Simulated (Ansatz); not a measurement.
**Cd: a trial structure relaxed**

Aim: relax Cd from this start, black phosphorus type (Cmce, No. 64), and see where it ends.

Program: Ansatz 0.2.0. Level of theory: DFT r2SCAN, scalar-relativistic, plane waves, PAW. These are calculated values, not measurements.

## 1. The structure to begin with

Symmetry: Cmce, No. 64, orthorhombic system. The conventional cell has a = 3.505 Å, b = 11.119 Å, c = 4.638 Å, α = 90.00°, β = 90.00°, γ = 90.00°. Cd (site symmetry m) has 3 Cd at 2.30 to 2.33 Å as nearest neighbours.

Structure file:

```
Cd
1.0
     1.75252   -5.55937    0.00000
     1.75252    5.55937    0.00000
     0.00000    0.00000    4.63810
Cd
4
Direct
  0.09800 0.90200 0.91000
  0.59800 0.40200 0.59000
  0.90200 0.09800 0.09000
  0.40200 0.59800 0.41000
```

(A quick probe on a coarse mesh, which set the mesh and smearing, is not shown.)

## 3. A loose first relaxation

input.yaml

```yaml
crystal:
  lattice:
    - [1.7525236404, -5.5593650223, 0.0]
    - [1.7525236404, 5.5593650223, 0.0]
    - [0.0, 0.0, 4.6380988186]
  atoms:
    - { symbol: Cd, position: [0.098, 0.902, 0.91] }
    - { symbol: Cd, position: [0.598, 0.402, 0.59] }
    - { symbol: Cd, position: [0.902, 0.098, 0.09] }
    - { symbol: Cd, position: [0.402, 0.598, 0.41] }
basis:
  ecutwfc: 500
kpoints:
  mp_grid: { grid: [6, 6, 4] }
hamiltonian:
  xc: r2scan
scf:
  occupations: { method: gaussian, width: 0.1 }
  lower_state_search: "off"
output:
  forces: true
  stress: true
  eigenvalues: true
relax:
  adjacent_minimum: "off"
  f_tol: 0.04
  max_steps: 70
  cell: { stress_tol: 0.4 }
```

The session goes on with these runs: the relaxation.

What does the calculation give?

As calculated:

| quantity | value |
| --- | --- |
| cell (conventional) | a = 2.907 Å, b = 5.174 Å, c = 12.501 Å, α = 90.00°, β = 90.00°, γ = 90.00° |
| space group | Fmmm (No. 69) |
| volume | 23.50 Å³/atom |
| gap on the mesh | none (metal) |

What this shows: The structure ended in another space group than at the start: Cmce to Fmmm.
